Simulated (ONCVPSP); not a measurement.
**Pseudopotential generation for Ho: ONCV, PBE**

Do these settings give a usable potential? It is generated, then checked for transferability, scattering, ghosts and hardness.

Method: ONCVPSP 4.0.1.1 (patched build), PBE, scalar-relativistic.

**1. Settings**

The settings as typed:

```json
{
 "element": "holmium (Ho, Z = 67)",
 "type": "optimised norm-conserving Vanderbilt (ONCV)",
 "frozen core": "[Kr] 4d10",
 "valence charge": "21",
 "reference configuration": "4f11 5s2 5p6 6s1.75 (charge +0.25)",
 "partial waves": "5s+6s: rc 1.95 bohr, ncon 3, nbas 6, qcut 8.1 1/bohr, 2 projectors; 5p: rc 2.45 bohr, ncon 3, nbas 6, qcut 5.3 1/bohr, 2 projectors, debl 1 Ha; d scattering state at 0.43 Ha: rc 1.90 bohr, ncon 4, nbas 8, qcut 5.4 1/bohr, 2 projectors, debl 2.7 Ha; 4f: rc 0.90 bohr, ncon 4, nbas 8, qcut 18.4 1/bohr, 2 projectors, debl 3.3 Ha",
 "local potential": "polynomial inside 0.85 bohr (lpopt 5, dvloc0 6 Ha)",
 "core correction": "Teter function, fcfact 5.5, rcfact 1.2"
}
```

An earlier all-electron run gives the scale for the radii.

All-electron outer shells of the reference configuration (PBE, scalar-relativistic, ld1.x):

| shell | level (eV) | outermost node (bohr) | outermost maximum (bohr) |
| --- | --- | --- | --- |
| 5s | -51.90 | 0.61 | 1.14 |
| 5p | -27.39 | 0.66 | 1.29 |
| 6s | -5.01 | 1.54 | 3.35 |
| 4f | -4.65 | – | 0.53 |
| 5d | -2.35 | 0.75 | 2.08 |
| 6p | -2.15 | 1.89 | 4.57 |

**2. Generating the potential**

The input, Ho.dat:

```
# ATOM AND REFERENCE CONFIGURATION
# atsym  z   nc   nv     iexc    psfile
  Ho 67.00    9    4        4      upf
#
#   n    l    f
    1    0    2.00
    2    0    2.00
    2    1    6.00
    3    0    2.00
    3    1    6.00
    3    2   10.00
    4    0    2.00
    4    1    6.00
    4    2   10.00
    4    3   11.00
    5    0    2.00
    5    1    6.00
    6    0    1.75
#
# PSEUDOPOTENTIAL AND OPTIMIZATION
# lmax
    3
#
#   l,   rc,      ep,       ncon, nbas, qcut
    0    1.95    0.00    3    6    8.10
    1    2.45    0.00    3    6    5.30
    2    1.90    0.43    4    8    5.40
    3    0.90    0.00    4    8   18.40
#
# LOCAL POTENTIAL
# lloc, lpopt,  rc(5),   dvloc0
    4    5    0.85    6.00
#
# VANDERBILT-KLEINMAN-BYLANDER PROJECTORs
# l, nproj, debl
    0    2    2.80
    1    2    1.00
    2    2    2.70
    3    2    3.30
#
# MODEL CORE CHARGE
# icmod, fcfact, rcfact
    3    5.50    1.20
#
# LOG DERIVATIVE ANALYSIS
# epsh1, epsh2, depsh
   -3.00    5.00    0.02
#
# OUTPUT GRID
# rlmax, drl
    6.00    0.01
#
# TEST CONFIGURATIONS
# ncnf
    4
# nvcnf
#   n    l    f
    4
    4    3   11.00
    5    0    2.00
    5    1    6.00
    6    0    2.00
#
    4
    4    3   11.00
    5    0    2.00
    5    1    6.00
    6    0    1.00
#
    4
    4    3   11.00
    5    0    2.00
    5    1    6.00
    6    0    0.00
#
    4
    4    3   11.00
    5    0    2.00
    5    1    5.00
    6    0    2.00
#
```

Started as:

```
$ oncvpsp.x < Ho.dat > Ho.out
```

Q: Predict the outcome of this session. Wanted: cutoffs for 1 and 0.1 mHa per electron, occupied waves; bound ghosts; GHOST(+) flags; largest phase difference near zero energy, channels read; rms error of d²Exc/dn², without and with the model core; projector energies reset by the program.

The runs gave:

| quantity | value |
| --- | --- |
| cutoffs for 1 and 0.1 mHa per electron, occupied waves | 149 Ha and 168 Ha |
| bound ghosts | s at -229.21 eV |
| GHOST(+) flags | p at 46 eV |
| largest phase difference near zero energy, channels read | 0.000 rad |
| rms error of d²Exc/dn², without and with the model core | 5.59 and 2.61 mHa |
| projector energies reset by the program | p: -1.006, 0.250 Ha; d: 0.050, 2.750 Ha |

A bound ghost (s) makes it unfit for use: electrons can fall into a state that the atom doesn't have. The potential is very hard: the looser tolerance needs 149 Ha. At the looser tolerance the 4f wave is the slowest; 5s needs 17 Ha. Near zero energy the phases of the channels with partial waves agree within 0.001 rad. The program also flags highly localised states, GHOST(+) (p). These are tests on the free atom; a crystal test is still owed.
